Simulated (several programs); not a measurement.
Al₃BP₄ (ordering on zincblende) from semi-empirical methods to plane-wave DFT

Al₃BP₄ as one 8-atom ordering (P-43m) on the zincblende lattice, relaxed with r2SCAN in Ansatz, was computed with several methods. The symmetry is P-43m (No. 215, cubic); conventional cell a = 5.256 Å, 18.15 Å³ an atom. B has 4 P at 2.06 Å; P has 1 B at 2.06 Å and 3 Al at 2.35 Å; Al has 4 P at 2.35 Å. The cell comes from a prototype generator: it can be a known phase or a hypothetical one. Spin polarisation is off.

```
B P Al
1.0
     5.25553    0.00000    0.00000
     0.00000    5.25553    0.00000
     0.00000    0.00000    5.25553
B P Al
1 4 3
Direct
  0.00000 0.00000 0.00000
  0.22680 0.22680 0.22680
  0.77320 0.77320 0.22680
  0.77320 0.22680 0.77320
  0.22680 0.77320 0.77320
  0.50000 0.50000 0.00000
  0.50000 0.00000 0.50000
  0.00000 0.50000 0.50000
```

Gaps and times are for a single point on this cell; volume and bulk modulus come from each method's own relaxation or energy curve at fixed shape, which is too stiff where a cell has free coordinates or axes. Times are rough, from shared hosts (AMD EPYC 7571; Arm Neoverse V1), and each method has its own mesh and cell size. A dagger marks a closed or tiny gap in a crystal that DFT finds insulating: a failure of the method or a wrong SCF state. A double dagger marks a value from a curve with shape and coordinates held. PM6 (MOPAC), PM7 (MOPAC), GFN1-xTB (tblite), GFN2-xTB (tblite) treat a cluster of cells at its zone centre, which samples few k points: where these miss a band edge, the gap comes out too large for that reason alone. Gaps from k meshes are read at a limited set of points (mesh, symmetry points, PBE's band edges), so each method's own least gap may be somewhat smaller. xTB and the PM methods were fitted mostly to molecules, and can miss a solid's gap by electronvolts. Minimal bases can be far off for gaps. Times of the plane-wave rungs are withheld (a dash), since they come from other jobs, hosts and meshes; the meshes of hybrids and Hartree-Fock don't converge their gaps to the digits shown. GLLB-SC's gap includes the derivative discontinuity. d marks a direct gap, i an indirect one (no mark: not told apart), a dash a value that wasn't computed or didn't pass its checks.

| method | kind | gap (eV) | own volume (Å³/atom) | bulk modulus (GPa) | atoms computed | processor time |
| --- | --- | --- | --- | --- | --- | --- |
| light PBE (260 eV, its own mesh) | light plane-wave | 1.06 i | – | – | 8 | 1.4 s |
| GFN1-xTB (tblite) | tight binding | 0.27† | – | – | cluster | 5.9 s |
| GFN2-xTB (tblite) | tight binding | 1.30 | 18.67‡ | 91‡ | cluster | 6.4 s |
| PBE | semilocal | 1.07 i | 18.37 | 96‡ | 8 | – |
| PBE/SZV (CP2K) | small basis | 2.68 i | 19.32‡ | 92‡ | 8 | 9.6 s |
| PM7 (MOPAC) | semi-empirical | 4.00 | 18.86‡ | 158‡ | cluster | 14 s |
| PM6 (MOPAC) | semi-empirical | 6.46 | – | – | cluster | 17 s |
| r2SCAN | semilocal | 1.31 i | 18.15 | 103‡ | 8 | – |
| GLLB-SC (GPAW) | model potential | 1.80 | – | – | 8 | 24 s |
| PBE/DZVP (CP2K) | small basis | 1.06 i | 18.38‡ | 95‡ | 8 | 28 s |
| PBE0 | hybrid | 2.45 i | – | – | 8 | – |
| HSE06 | hybrid | 1.78 i | – | – | 8 | – |

Against HSE06 (1.78 eV) and with closed or daggered gaps left aside, the nearest gap at the points sampled is that of GLLB-SC (GPAW) (+0.02 eV) and the farthest that of PM6 (MOPAC) (+4.68 eV). HSE06 is only a yardstick of convenience, and nearness to it can be luck.

Volumes against r2SCAN's: PBE +1.2 %.
